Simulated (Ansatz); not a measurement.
# SnH+ (singlet): the correlation ladder at distance Sn1–H2 = 1.899 Å, def2-TZVPP

The task here is to estimate one member of a computed series from the others.

Method: def2-TZVPP, core rule «outside noble gas», up to 9 orbitals frozen; program: Ansatz 0.2.0, Gaussian basis.

To be run: UHF; CCSD(T) on RHF; BCCD(T) on RHF; CISD; CCSDT(Q) on RHF; CASSCF and MRCISD+Q, 2 electrons in 2 orbitals; CASSCF and NEVPT2, 2 electrons in 2 orbitals; CASSCF and MRCISD+Q, 4 electrons in 5 orbitals; CASSCF and NEVPT4(SD), 4 electrons in 5 orbitals; CASSCF and NEVPT2, 4 electrons in 5 orbitals; Full CI.

17 further runs of the same task are left out: 15 that didn't finish, 2 set aside as unsound or not needed.

## The system

The geometry derives from a PBE0/def2-TZVP stationary point (not a proven minimum). One bond is set to the value named and the two fragments are kept rigid. No spin-orbit coupling is included. Elements past krypton take def2 core potentials.

2 atoms, charge 1, spin multiplicity 1.

Atoms are counted from 1 here; the program's logs count them from 0.

Bond lengths: Sn1–H2 1.899 Å.

Set-up of the first run:

Input file in.yaml:

```yaml
crystal:
  periodic: [false, false, false]
  atoms:
    - {symbol: Sn, position_ang: [0.000000, 0.000000, 0.000000]}
    - {symbol: H, position_ang: [0.000000, 0.000000, 1.899000]}
basis:
  gaussian: {orbitals: def2-TZVPP}
total_charge: 1
magnetization: {spin_polarized: true, initial_magnetization: 0}
hamiltonian: {xc: hf}
output: {orbitals: {seedname: orbitals}}
```

Run with:

```
> ansatz run in.yaml --threads 1 --pin off --events-out ev --progress --plain --max-ram 2393MiB
```

Among the steps run: UHF; CCSD(T) on RHF; BCCD(T) on RHF; CISD; CCSDT(Q) on RHF; CASSCF and MRCISD+Q, 2 electrons in 2 orbitals; CASSCF and NEVPT2, 2 electrons in 2 orbitals; CASSCF and MRCISD+Q, 4 electrons in 5 orbitals; CASSCF and NEVPT4(SD), 4 electrons in 5 orbitals; CASSCF and NEVPT2, 4 electrons in 5 orbitals; Full CI.

One table of the session follows, with a row left open; its other results are not shown here.

| method | from FCI (kcal/mol) |
| --- | --- |
| RHF | +49.97 |
| RMP2 | +12.75 |
| CISD | +2.22 |
| RCCSD | +1.01 |
| RCCSD(T) | +0.22 |
| BCCD(T) | +0.22 |
| RCCSDT | +0.03 |
| RCCSDT(Q) | +0.01 |
| CASSCF pair | ? |
| NEVPT2 pair | +10.62 |
| MRCISD pair | +1.08 |
| MRCISD+Q pair | -0.87 |
| CASSCF valence | +21.44 |
| NEVPT2 valence | +6.47 |
| NEVPT4(SD) valence | +1.23 |
| MRCISD valence | +0.58 |
| MRCISD+Q valence | +0.13 |
| FCI | 0 |

**Question.** Estimate the row for CASSCF pair.

As computed: from FCI (kcal/mol): +37.65. In the column «from FCI (kcal/mol)» it lies between CASSCF valence (+21.44) and RHF (+49.97).

Among the levels timed on like hardware and quicker than the yardstick, those that no quicker one beats, quickest first: BCCD(T) (1.1 s, +0.22 kcal/mol); MRCISD+Q valence (2.4 s, +0.13 kcal/mol).

Caveats from the session: The yardstick is full CI for this spin, exact in this basis with these frozen cores. MRCISD+Q pair falls below full CI: the +Q correction isn't variational, and the cores differ from full CI's. Of the multireference levels listed MRCISD+Q valence comes nearest in total energy (+0.13 kcal/mol), which doesn't show that its space is the better one.
